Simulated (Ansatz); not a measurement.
TiPd2:

```xyz
3
Lattice="-1.5462 1.7075 4.3256 1.5462 -1.7075 4.3256 1.5462 1.7075 -4.3256" Properties=species:S:1:pos:R:3 pbc="T T T"
Pd    0.0000    0.0000    2.9617
Pd    0.0000    0.0000    5.6895
Ti    0.0000    0.0000    0.0000
```

The cell comes from a database or a generator and needn't be the stable form of this composition.

- Program: Ansatz 0.2.0
- Task: single point
- Functional: PBEsol
- Potentials or basis: all-electron LAPW, scalar-relativistic
- Cutoff: 272 eV (chosen from the basis error)
- Basis error allowed: 0.001 eV/atom
- k mesh: 11 × 11 × 11
- Occupations: fermi-dirac, width 0.05 eV
- Spin: no spin polarisation

On this cell: pressure -4.2 GPa; largest force under 0.003 eV/Å; band gap on the k mesh none (metal or under the smearing width).

The same run follows on a disturbed copy (atoms moved at random, drawn with an rms of 0.05 Å):

```
Pd Ti
1.0
    -1.54623    1.70746    4.32556
     1.54623   -1.70746    4.32556
     1.54623    1.70746   -4.32556
Pd Ti
2 1
Direct
  0.35773 0.35248 0.01771
  0.63835 0.65868 0.98075
  0.99683 0.98085 0.99117
```

**Question.** What changes?

**Answer.** The energy (extrapolated to zero smearing) moves by +16.7 meV/atom; pressure -3.2 GPa; largest force 0.598 eV/Å; band gap on the k mesh none (metal or under the smearing width).

Forces on the atoms (eV/Å):
```
Pd  -0.199 -0.361 -0.432
Pd  -0.060  0.460  0.016
Ti   0.259 -0.099  0.417
```

Stress tensor (GPa, compression positive):
```
-3.87  0.07  0.06
 0.07 -3.23 -0.85
 0.06 -0.85 -2.49
```
